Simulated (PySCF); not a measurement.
# C3H10BP: the cost of one run

Computed with PySCF 2.14.0, with density-fitted response routines of our own, on a single molecule in the gas phase. Atoms count from 0, in the outputs and in this text.

## Step 1: Starting geometry

15 atoms, charge 0, multiplicity 1; geometry from: GFN2-xTB. The atoms were then displaced at random by about 0.01 Å, so the start is not that level's minimum.

Bonds of the start (Å): C0–C1 1.50, C1–B2 1.57, B2–C3 1.61, B2–P4 1.89, C0–H5 1.08, C0–H6 1.09, C0–H7 1.12, C1–H8 1.09, C1–H9 1.08, C3–H10 1.10, C3–H11 1.06, C3–H12 1.07, P4–H13 1.36, P4–H14 1.37.

## Step 2: Relaxing the molecule at PBE0-D3(BJ)/def2-SVP

What the job is given:

```
{"job": {"xc": "PBE0", "basis": "def2-SVP", "d3": "d3bj", "grid": 1, "shake": 0.01, "kind": "geom"}, "charge": 0, "multiplicity": 1}
C     -1.936540     0.515570     0.241220
C     -0.963100    -0.397790    -0.450380
B      0.553400    -0.120140    -0.166290
C      1.634470    -1.311080    -0.218720
P      1.171050     1.578280     0.402710
H     -1.879590     0.457230     1.315960
H     -2.968720     0.296440    -0.050360
H     -1.748480     1.584170    -0.036070
H     -1.221170    -1.421120    -0.183510
H     -1.101970    -0.314720    -1.523090
H      1.224200    -2.180670    -0.755260
H      2.576030    -1.036220    -0.622000
H      1.767730    -1.638300     0.796040
H      2.365320     1.613970    -0.252410
H      0.512030     2.357000    -0.516390
```

Launch:

```sh
> OMP_NUM_THREADS=1 python probes_run.py task.json out
```

The driver reads the jobs from task.json and runs them one after another.

Q: Estimate the wall time and peak memory of this first job on 1 thread of Arm Neoverse V1, shared host.

About 65 s, with a peak of 0.52 GiB.
